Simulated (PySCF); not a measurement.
# HO2Pb (Pb(O)(OH)+): the cost of one run

Computed with PySCF 2.14.0. Level: PBE0, Pb def2-SVP with ECP60, O def2-SVP, H def2-SVP; scalar-relativistic core potentials, no spin–orbit coupling.

## 1. Where the work starts

4 atoms, charge 1, spin multiplicity 1.

Bond lengths: Pb1–O2 1.892 Å, Pb1–O3 2.007 Å, O3–H4 0.979 Å. Angles: O2–Pb1–O3 171.6°, Pb1–O3–H4 113.4°.

Coordinates:

```
Pb   -0.06654    0.01096    0.44010
O     1.80634   -0.00325    0.16992
O    -1.99108   -0.01607    1.01039
H    -2.61853    0.09744    0.26778
```

Formal oxidation states: Pb +4. An earlier session relaxed this geometry at PBE0, Pb def2-SVP with ECP60, O def2-SVP, H def2-SVP (singlet, point group Cs).

Its energy there is -343.217906 Eh.

## 2. One electron removed, multiplicity 2

run.py (the lines that set the calculation) reads:

```python
mol = gto.M(atom='''
Pb    -0.06654     0.01096     0.44010
O      1.80634    -0.00325     0.16992
O     -1.99108    -0.01607     1.01039
H     -2.61853     0.09744     0.26778''',
    basis={'Pb': 'def2-SVP', 'O': 'def2-SVP', 'H': 'def2-SVP'},
    ecp={'Pb': 'def2-SVP'},
    charge=2, spin=1)
mf = dft.UKS(mol, xc='PBE0')
mf.grids.atom_grid = (50, 194)
mf = mf.density_fit()  # fitting sets: Pb def2-universal-JKFIT, O def2-universal-JKFIT, H def2-universal-JKFIT
mf.conv_tol = 1e-08; mf.max_cycle = 55
mf.kernel(dm0)  # dm0: the density of the relaxed state
```

Launch:

```
$ OMP_NUM_THREADS=2 python run.py
```

**Question.** How long does this run take on 2 threads of Arm Neoverse N1, shared host?

About 1.9 s.
